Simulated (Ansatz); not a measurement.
Predict the output of the script below (the Ansatz DFT code, driven from Python).

Contents of `mg6alfeo8.xyz`:
```text
16
Lattice="4.25066817 0.0 0.0 0.0 4.25066817 0.0 0.0 0.0 8.59899831" Properties=species:S:1:pos:R:3:initial_magmoms:R:1 pbc="T T T"
Mg    2.12533408    2.12533408    0.00000000  0.00
Mg    2.12533408    2.12533408    4.29949916  0.00
Mg    0.00000000    2.12533408    2.21689451  0.00
Mg    0.00000000    2.12533408    6.38210380  0.00
Mg    2.12533408    0.00000000    2.21689451  0.00
Mg    2.12533408    0.00000000    6.38210380  0.00
Al    0.00000000    0.00000000    0.00000000  0.00
Fe    0.00000000    0.00000000    4.29949916  2.40
O     0.00000000    0.00000000    1.81503288  0.00
O     0.00000000    0.00000000    6.78396543  0.00
O     2.12533408    2.12533408    2.13936740  0.00
O     2.12533408    2.12533408    6.45963091  0.00
O     0.00000000    2.12533408    0.00000000  0.00
O     0.00000000    2.12533408    4.29949916  0.00
O     2.12533408    0.00000000    0.00000000  0.00
O     2.12533408    0.00000000    4.29949916  0.00
```

`mg6alfeo8.py`
```python
from dataclasses import replace
import logging
import sys

import ansatz as az

logging.basicConfig(stream=sys.stdout, format="[%(levelname)s] %(message)s")
logger = logging.getLogger("ansatz_job")
logger.setLevel(logging.INFO)

K_LENGTH = 17
WIDTH_EV = 0.2
MAX_ITERATIONS = 200

structure = az.Crystal.from_extxyz("mg6alfeo8.xyz")

setup = structure.calculation()
setup = setup.functional(exchange="b88", correlation="lyp")
setup = setup.kpoints(length=K_LENGTH)
setup = setup.occupations(az.OccupationsMethod.GAUSSIAN, width=WIDTH_EV)
setup = setup.spin("collinear")
setup = setup.mixing("msr1").scf(max_iterations=MAX_ITERATIONS, algorithm="direct_min")
for repeats in [(1, 1, 1), (2, 1, 1), (2, 2, 1), (2, 2, 2)]:
    told = replace(setup, crystal=structure.supercell(*repeats)).session().plan(dry_run=True).describe()
    print(repeats, "bands", told.n_bands, "plane waves", tuple(told.n_pw_range), "k-points", len(told.kweights), "grid", tuple(told.fft_dense), "symmetry operations", told.n_sym_ops)
```

```console
$ python mg6alfeo8.py
DeckWarning: basis.ecutwfc = 420 eV, auto-derived from the records' recommended cutoffs: set by Mg (normal level)
(1, 1, 1) bands 81 plane waves (3004, 3054) k-points 12 grid (30, 30, 60) symmetry operations 16
(2, 1, 1) bands 162 plane waves (6044, 6108) k-points 12 grid (60, 30, 60) symmetry operations 16
(2, 2, 1) bands 323 plane waves (12124, 12184) k-points 6 grid (60, 60, 60) symmetry operations 64
(2, 2, 2) bands 646 plane waves (24289, 24344) k-points 3 grid (60, 60, 120) symmetry operations 128
```
(Warnings from the package without file and line, repeats left out.)

The structure comes from a database and needn't be a stable phase.
